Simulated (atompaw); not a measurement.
# Pseudopotential generation for La: PAW (atompaw), PBE

Task: generate the file, and judge it by its logarithmic derivatives, its ghosts and its cutoff.

The numbers are computed with atompaw 4.2.0.5 (PBE, scalar-relativistic, spin-unpolarised reference atom).

## 1. The atom and the settings

Typed settings, in words:

* element: lanthanum (La, Z = 57)
* type: PAW
* frozen core: [Kr]
* valence charge: 21
* reference configuration: 4d10 4f0 5s2 5p6 5d1 6s1.75 6p0.25
* partial waves: 5s (bound): rc 2.90 bohr; 6s (bound): rc 2.25 bohr; 5p (bound): rc 3.00 bohr; 6p (bound): rc 3.00 bohr; 4d (bound): rc 1.40 bohr; 5d (bound): rc 1.45 bohr; 4f (bound, empty): rc 1.85 bohr; 4f channel at 0.15 Ry: rc 1.85 bohr
* local potential: bessel scheme, radius 2.90 bohr
* core correction: smooth core density matched at 1.68 bohr
* augmentation charge: besselshape compensation charge, radius 2.35 bohr; PAW radius 3.00 bohr; waves and projectors: custom rrkj vanderbiltortho

The nodes and maxima of the atom's own shells, from an earlier all-electron run, set the scale for the radii.

All-electron outer shells of the reference configuration (PBE, scalar-relativistic, ld1.x):

```json
{"shell": "4s", "level (eV)": "-266.75", "outermost node (bohr)": "0.34", "outermost maximum (bohr)": "0.61"}
{"shell": "4p", "level (eV)": "-200.29", "outermost node (bohr)": "0.34", "outermost maximum (bohr)": "0.63"}
{"shell": "4d", "level (eV)": "-104.14", "outermost node (bohr)": "0.32", "outermost maximum (bohr)": "0.68"}
{"shell": "5s", "level (eV)": "-39.21", "outermost node (bohr)": "0.77", "outermost maximum (bohr)": "1.41"}
{"shell": "5p", "level (eV)": "-22.68", "outermost node (bohr)": "0.83", "outermost maximum (bohr)": "1.58"}
{"shell": "4f", "level (eV)": "-4.63", "outermost node (bohr)": "–", "outermost maximum (bohr)": "0.75"}
{"shell": "6s", "level (eV)": "-3.84", "outermost node (bohr)": "1.86", "outermost maximum (bohr)": "3.79"}
{"shell": "5d", "level (eV)": "-3.32", "outermost node (bohr)": "0.95", "outermost maximum (bohr)": "2.21"}
{"shell": "6p", "level (eV)": "-1.49", "outermost node (bohr)": "2.20", "outermost maximum (bohr)": "4.93"}
```

## 2. Generating the potential

La.input

```
La 57
GGA-PBE scalarrelativistic loggrid 2001 logderivrange -10 5 376
6 6 5 4 0 0
6 0 1.75
6 1 0.25
5 2 1
4 3 0
0 0 0
c
c
c
c
v
v
c
c
c
v
v
c
v
v
v
3
3.00 2.35 2.90 1.68
n
n
n
y
0.15
n
custom rrkj vanderbiltortho besselshape
bessel
2.90
2.25
3.00
3.00
1.40
1.45
1.85
1.85
PWSCFOUT
UPFDX 0.0125d0 UPFXMIN -7.d0 UPFZMESH 57.d0
END
```

Started as:

```sh
atompaw < La.input > La.log
```

Before running it: what results should come out? Wanted: cutoffs for 10 and 1 mRy, occupied levels; bound ghosts; largest phase difference near zero energy, channels read; lowest eigenvalue of the overlap; share of valence orbitals outside the PAW sphere; UPF file.

The runs gave:

```
                                                quantity                                                      value
               cutoffs for 10 and 1 mRy, occupied levels                                           80 Ry and 140 Ry
                                            bound ghosts                                                 none found
largest phase difference near zero energy, channels read                                                  0.016 rad
         lowest eigenvalue of the overlap (Bessel basis)                                                  0.087 (p)
        share of valence orbitals outside the PAW sphere  5s 1 %, 6s 85 %, 5p 5 %, 6p 95 %, 4d 0 %, 5d 41 %, 4f 2 %
                                                UPF file                                                    written
```

**Reading.** By its cutoff, 80 Ry for the looser tolerance, it is hard. The slowest occupied level is 4d: taken alone it needs 80 Ry to come within 1 mRy, against 40 Ry for 5d. It is free of bound ghosts as far as tested. Near zero energy the phases of the channels with partial waves agree within 0.016 rad. All of this concerns the isolated atom, not yet a solid.
